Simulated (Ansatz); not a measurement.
**GaBr₂F: up Jacob's ladder to CCSD(T)**

One table from this session's results is given with a row withheld; the runs are named, their logs left out.

Program: Ansatz 0.2.0, Gaussian basis. Level of theory: functionals in def2-TZVPP, the program's frozen cores in correlated methods. These are calculated values, not measurements.

Plan: LDA (SPW92), PBE-D4, revPBE-D4, BLYP-D4, r2SCAN-D4, B97M-V, PBE0-D4, B3LYP-D4, r2SCANh-D4, r2SCAN0-D4, HSE06-D4, BHLYP-D4, CAM-B3LYP-D4, LC-ωPBE, ωB97X-V, ωB97M-V, B2PLYP, PBE-QIDH; CCSD(T)/def2-SVP; CCSD(T)/def2-TZVPP; MP2/def2-QZVPP; extrapolation to the limit; RPA on PBE.

### The relaxed structure

All runs share one geometry, relaxed beforehand with PBE0-D4 in a triple-zeta def2 set.

4 atoms, charge 0, spin multiplicity 1.

Atoms are counted from 1 here; the program's logs count them from 0.

Bond lengths: F1–Ga2 1.737 Å, Ga2–Br3 2.250 Å, Ga2–Br4 2.250 Å. Angles: F1–Ga2–Br3 117.8°, F1–Ga2–Br4 117.8°, Br3–Ga2–Br4 124.3°.

The first run:

File in.yaml:

```yaml
crystal:
  periodic: [false, false, false]
  atoms:
    - {symbol: F, position_ang: [-1.177784, -0.502438, 1.292063]}
    - {symbol: Ga, position_ang: [-0.045460, -0.039328, 0.059533]}
    - {symbol: Br, position_ang: [2.091194, -0.703797, 0.292893]}
    - {symbol: Br, position_ang: [-0.812349, 1.185362, -1.664789]}
basis:
  gaussian: {orbitals: def2-TZVPP}
hamiltonian: {xc: lda}
output: {orbitals: {seedname: orbitals}}
```

Launch:

```console
$ ansatz run in.yaml --threads 4 --pin off --events-out ev --progress --plain --max-ram 10444MiB
```

Steps of the session up to this table: LDA; PBE-D4 (GGA); revPBE-D4 (GGA); BLYP-D4 (GGA); r2SCAN-D4 (meta-GGA); B97M-V (meta-GGA); B3LYP-D4 (hybrid); r2SCANh-D4 (hybrid); r2SCAN0-D4 (hybrid); HSE06-D4 (hybrid); BHLYP-D4 (hybrid); CAM-B3LYP-D4 (range-separated); LC-ωPBE (range-separated); ωB97X-V (range-separated); ωB97M-V (range-separated); B2PLYP (double hybrid); PBE-QIDH (double hybrid).

One of the session's tables, all rows but one given; the rest of the session is left out.

It belongs to the step «Orbital energies across the functionals». 

```
  functional  HOMO (eV)  LUMO (eV)  gap (eV)
 LDA (SPW92)      -7.88      -3.44      4.44
      PBE-D4      -7.69      -3.09      4.60
   revPBE-D4      -7.63      -2.95      4.68
     BLYP-D4      -7.51      -3.06      4.45
   r2SCAN-D4      -8.05      -2.84      5.21
      B97M-V      -8.10      -2.84      5.26
     PBE0-D4      -9.01      -2.18      6.83
    B3LYP-D4      -8.73      -2.51      6.22
  r2SCANh-D4      -8.53      -2.52      6.01
  r2SCAN0-D4      -9.25      -2.03      7.21
    HSE06-D4      -8.61      -2.55      6.07
    BHLYP-D4     -10.15      -1.29      8.86
CAM-B3LYP-D4     -10.33      -1.25      9.09
     LC-ωPBE     -11.74       0.06     11.80
     ωB97X-V     -11.36      -0.08     11.28
     ωB97M-V          ?          ?         ?
```

Q: Estimate the row for ωB97M-V from the others.

As computed: HOMO (eV): -11.22; LUMO (eV): -0.25; gap (eV): 10.96. In the column «HOMO (eV)» it lies between ωB97X-V (-11.36) and CAM-B3LYP-D4 (-10.33).
